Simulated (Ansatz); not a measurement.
# SiGeH₄ (triplet): the correlation ladder at distance Ge1–H5 along a hydrogen transfer = 1.877 Å, cc-pVDZ

An exercise on one series of results from a longer session: the logs are not shown, and one member is left open.

The runs use Ansatz 0.2.0, Gaussian basis; cc-pVDZ, core rule «outside noble gas», up to 19 orbitals frozen.

Plan: UHF; CCSD(T) on ROHF; CCSD(T) on UHF; BCCD(T) on ROHF; CISD; CCSDT(Q) on ROHF; CCSDT(Q) on UHF; CASSCF and MRCISD+Q, 4 electrons in 4 orbitals; CASSCF and NEVPT2, 4 electrons in 4 orbitals.

15 further runs of the same task are left out: 13 that didn't finish, 2 set aside as unsound or not needed.

## What is computed

The geometry derives from fragments relaxed apart (PBE0/def2-TZVP) and kept rigid, so it is no stationary point. A hydrogen atom is moved between rigid fragments. No spin-orbit coupling is included. The filled d shell of Ge may be among the frozen orbitals whatever the setting's name suggests; the logs give the count.

6 atoms, charge 0, spin multiplicity 3.

Atoms are counted from 1 here; the program's logs count them from 0.

Bond lengths: Ge1–H2 1.534 Å, Ge1–H3 1.534 Å, Ge1–H4 1.534 Å, Ge1–H5 1.877 Å. Angles: H2–Ge1–H3 109.5°, H2–Ge1–H4 109.5°, H2–Ge1–H5 109.5°, H3–Ge1–H4 109.5°, H3–Ge1–H5 109.5°, H4–Ge1–H5 109.5°.

The first run:

Contents of in.yaml:

```yaml
crystal:
  periodic: [false, false, false]
  atoms:
    - {symbol: Ge, position_ang: [-1.014841, 0.000000, 0.000000]}
    - {symbol: H, position_ang: [-1.526291, 1.446599, 0.000000]}
    - {symbol: H, position_ang: [-1.526291, -0.723300, 1.252792]}
    - {symbol: H, position_ang: [-1.526291, -0.723299, -1.252792]}
    - {symbol: H, position_ang: [0.862159, 0.000000, 0.000000]}
    - {symbol: Si, position_ang: [2.758159, 0.000000, 0.000000]}
basis:
  gaussian: {orbitals: cc-pVDZ}
magnetization: {spin_polarized: true, initial_magnetization: 2}
hamiltonian: {xc: hf}
output: {orbitals: {seedname: orbitals}}
```

Command:

```bash
$ ansatz run in.yaml --threads 1 --pin off --events-out ev --progress --plain --max-ram 2393MiB
```

Steps of the session up to this table: UHF; CCSD(T) on ROHF; CCSD(T) on UHF; BCCD(T) on ROHF; CISD; CCSDT(Q) on ROHF; CCSDT(Q) on UHF; CASSCF and MRCISD+Q, 4 electrons in 4 orbitals; CASSCF and NEVPT2, 4 electrons in 4 orbitals.

One of the session's tables, all rows but one given; the rest of the session is left out.

```
       method  from UCCSDT(Q) (kJ/mol)
         ROHF                   +592.2
          UHF                   +580.0
         RMP2                   +142.9
         UMP2                   +142.7
         CISD                    +70.1
        RCCSD                    +17.5
        UCCSD                    +17.2
     RCCSD(T)                        ?
     UCCSD(T)                     +3.9
      BCCD(T)                     +3.9
       RCCSDT                     +0.6
       UCCSDT                     +0.6
    RCCSDT(Q)                      0.0
    UCCSDT(Q)                        0
  CASSCF pair                   +544.6
  NEVPT2 pair                   +142.1
  MRCISD pair                    +60.3
MRCISD+Q pair                     +1.6
```

Estimate the missing values for RCCSD(T).

**Answer.** from UCCSDT(Q) (kJ/mol): +4.0. In the column «from UCCSDT(Q) (kJ/mol)» it lies between BCCD(T) (+3.9) and UCCSD (+17.2).

Caveats from the session: Restricted and unrestricted rows rest on different reference determinants; where their highest levels disagree by more than a few hundredths of an eV, they describe different states and don't form one ladder.
